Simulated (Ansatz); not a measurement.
# C2H10OSi: the cost of one run

Method: UKS B3LYP-D4/6-31G*, in Ansatz 0.2.0.

### 1 Starting point

Bond lengths: Si1–C2 2.170 Å, C2–C3 1.523 Å, Si1–H4 1.488 Å, Si1–H5 1.449 Å, Si1–O6 1.625 Å, C2–H9 1.098 Å, C2–H10 1.094 Å, C3–H11 1.091 Å, C3–H12 1.092 Å, C3–H13 1.088 Å, O6–H14 0.953 Å. Angles (14 of 19 angles, heavy atoms first): Si1–C2–C3 110.7°, C2–Si1–O6 111.4°, Si1–C2–H9 120.9°, Si1–C2–H10 101.6°, C3–C2–H9 110.8°, C3–C2–H10 107.7°, C2–Si1–H4 96.8°, C2–Si1–H5 115.2°, H4–Si1–O6 104.0°, H5–Si1–O6 121.4°, C2–C3–H11 111.2°, C2–C3–H12 111.9°, C2–C3–H13 110.0°, Si1–O6–H14 118.6°.

Structure file:

```xyz
14

Si   -0.9437    0.5022    0.7813
C     0.3126   -0.7556   -0.4636
C     1.0267    0.0744   -1.5216
H    -2.2342    0.1774    0.1148
H    -0.7961    1.9270    0.5650
O    -1.1055   -0.1153    2.2755
H     0.6932   -0.0181    0.6712
H     0.8267    0.6277    1.3990
H     0.9963   -1.4886   -0.0164
H    -0.4312   -1.3747   -0.9734
H     1.7184    0.7851   -1.0658
H     1.5942   -0.5496   -2.2146
H     0.3022    0.6476   -2.0971
H    -1.9598   -0.4394    2.5457
```

### 2 A restrained relaxation towards end A

Springs on the bonds that form and break draw the guess towards this end; the thresholds are loose.

Input file input.yaml:

```yaml
crystal:
  periodic: [false, false, false]
  atoms:
    - { symbol: Si, position_ang: [-0.9437, 0.5022, 0.7813] }
    - { symbol: C, position_ang: [0.3126, -0.7556, -0.4636] }
    - { symbol: C, position_ang: [1.0267, 0.0744, -1.5216] }
    - { symbol: H, position_ang: [-2.2342, 0.1774, 0.1148] }
    - { symbol: H, position_ang: [-0.7961, 1.927, 0.565] }
    - { symbol: O, position_ang: [-1.1055, -0.1153, 2.2755] }
    - { symbol: H, position_ang: [0.6932, -0.0181, 0.6712] }
    - { symbol: H, position_ang: [0.8267, 0.6277, 1.399] }
    - { symbol: H, position_ang: [0.9963, -1.4886, -0.0164] }
    - { symbol: H, position_ang: [-0.4312, -1.3747, -0.9734] }
    - { symbol: H, position_ang: [1.7184, 0.7851, -1.0658] }
    - { symbol: H, position_ang: [1.5942, -0.5496, -2.2146] }
    - { symbol: H, position_ang: [0.3022, 0.6476, -2.0971] }
    - { symbol: H, position_ang: [-1.9598, -0.4394, 2.5457] }
magnetization:
  spin_polarized: true
basis:
  gaussian: { orbitals: "6-31G*" }
hamiltonian:
  xc: b3lyp
  dispersion: d4
relax:
  f_tol: 0.15
  max_steps: 25
  restrain:
    - { distance: [0, 7], at: 2.72, k: 30.0 }
    - { distance: [6, 1], at: 2.37, k: 30.0 }
    - { distance: [0, 1], at: 1.87, k: 30.0 }
    - { distance: [6, 7], at: 0.62, k: 30.0 }
```

The run is started by

```
$ ansatz run input.yaml --threads 2 --pin off --max-ram 3072MiB --backend cpu --events-out ev --progress --plain --runs-dir out
```

Q: Estimate wall time and peak memory on 2 threads of AMD EPYC 9B45 (Zen 5), shared host.

About 15 s, with a peak of 0.26 GiB.
